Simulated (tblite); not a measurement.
# C4H12OSi2: the cost of one run

Computed with tblite 0.8.0 and PySCF 2.14.0, with density-fitted response routines of our own, on a single molecule in the gas phase. Atoms are numbered from 0 throughout.

## 1. The molecule as given

19 atoms, charge 0, multiplicity 1; geometry from: force field or distance geometry start.

Bonds of the start (Å): C0–C1 1.52, C1–C2 1.50, C1–C3 1.48, C3–O4 1.23, C1–Si5 1.84, Si5–Si6 2.23, C0–H7 1.09, C0–H8 1.13, C0–H9 1.13, C2–H10 1.12, C2–H11 1.10, C2–H12 1.11, C3–H13 1.09, Si5–H14 1.50, Si5–H15 1.45, Si6–H16 1.47, Si6–H17 1.47, Si6–H18 1.47.

## 2. Relaxing the molecule with GFN2-xTB

Job settings and geometry (Å):

```
{"job": {"kind": "relax", "xc": "GFN2-xTB", "basis": "xTB"}, "charge": 0, "multiplicity": 1}
C     -0.987100     0.802900     0.983800
C     -0.638200    -0.248600    -0.060700
C     -1.836400    -0.518700    -0.920600
C     -0.307300    -1.469600     0.699000
O      0.786400    -2.027300     0.657900
Si     0.754000     0.442300    -1.051600
Si     2.570100     0.486100     0.249900
H     -0.482500     0.556700     1.923700
H     -0.594900     1.781800     0.588000
H     -2.107600     0.876600     1.057600
H     -2.313800    -1.453300    -0.524600
H     -2.509200     0.344200    -0.837700
H     -1.549200    -0.744700    -1.971400
H     -1.032000    -1.955500     1.360100
H      0.369500     1.857000    -1.347300
H      1.010500    -0.258900    -2.300100
H      2.750700     1.858300     0.735000
H      2.383600    -0.472000     1.344500
H      3.723400     0.151900    -0.593100
```

Command:

```bash
OMP_NUM_THREADS=1 python probes_run.py task.json out
```

One launch serves the whole session: the jobs run in the order shown.

**Question.** How long does this first job take on 1 thread of Intel Xeon at 2.50GHz, shared host, and how much memory does it need?

About 6 s, with a peak of 0.18 GiB.
